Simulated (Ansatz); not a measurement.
Task: a polarisability from point charges of C2H5ClSn, SMILES C[CH2][Sn][Cl], with Ansatz's Python interface. Give the script and its output. Settings (for the species named): CAM-B3LYP, def2-SVP basis, multiplicity 1.

`c2h5clsn.xyz`
```text
9

C    -0.31420    0.89250    0.08970
C     0.24840   -0.30320    0.71020
Sn    1.29830   -1.42940   -0.77640
Cl   -0.06700   -2.05030   -2.49260
H    -1.06700    0.63480   -0.74390
H    -0.91580    1.53140    0.84650
H     0.46110    1.58240   -0.34780
H     0.98910    0.01670    1.51380
H    -0.54450   -0.92120    1.18340
```

`run_field.py`
```python
from dataclasses import dataclass
import warnings

import ansatz as az
import numpy as np


@dataclass(frozen=True)
class Options:
    basis_set: str = "def2-SVP"
    xc: str = "cam_b3lyp"


settings = Options()

warnings.simplefilter("ignore", az.DeckWarning)

geometry = az.Crystal.molecule_from_extxyz("c2h5clsn.xyz")

base = (
    geometry.calculation()
    .basis(gaussian=settings.basis_set)
    .functional(settings.xc)
    .forces()
)
centre = np.mean([site.position_ang for site in geometry.cartesian_sites], axis=0)
field = 2 * 14.399645 * 3.0 / 40.0 ** 2


def dipole(axis, sign):
    arm = 40.0 * np.eye(3)[axis]
    pair = [{"charge": sign * 3.0, "position_ang": (centre - arm).tolist()}, {"charge": -sign * 3.0, "position_ang": (centre + arm).tolist()}]
    deck = base.input().set(az.key.basis.gaussian.point_charges, pair)
    return np.array(az.Session.from_dict(deck).plan().execute().report["charge_distribution"]["dipole_moment_e_ang"])


print(f"field {field:.4f} V/A")
alpha = np.array([(dipole(axis, 1) - dipole(axis, -1)) / (2 * field) * 14.399645 for axis in range(3)])
print("polarisability tensor (A^3)")
print(np.array2string(alpha, precision=3, suppress_small=True))
print(f"mean {np.trace(alpha) / 3:.3f} A^3 = {np.trace(alpha) / 3 / 0.14818471:.2f} bohr^3")
```

```console
$ python run_field.py
field 0.0540 V/A
polarisability tensor (A^3)
[[ 9.513 -0.549  0.41 ]
 [-0.557  9.856  1.909]
 [ 0.422  1.922 11.124]]
mean 10.164 A^3 = 68.59 bohr^3
```

Notes:
- The geometry is a force-field or estimated start, not a minimum of this method, and the basis set is short of its limit. The field of two point charges is only nearly even.
- def2 sets replace the cores of elements past krypton by effective core potentials.
- Without diffuse functions polarisabilities are unreliable, as a rule too low, and they change with the bond lengths of this unrelaxed start.
- Wall time of the script: 33 s on 1 thread of Arm Neoverse V2, with other jobs on the host, peak memory 0.3 GiB.

(Lines on the test bed's own set-up are left out of the output.)
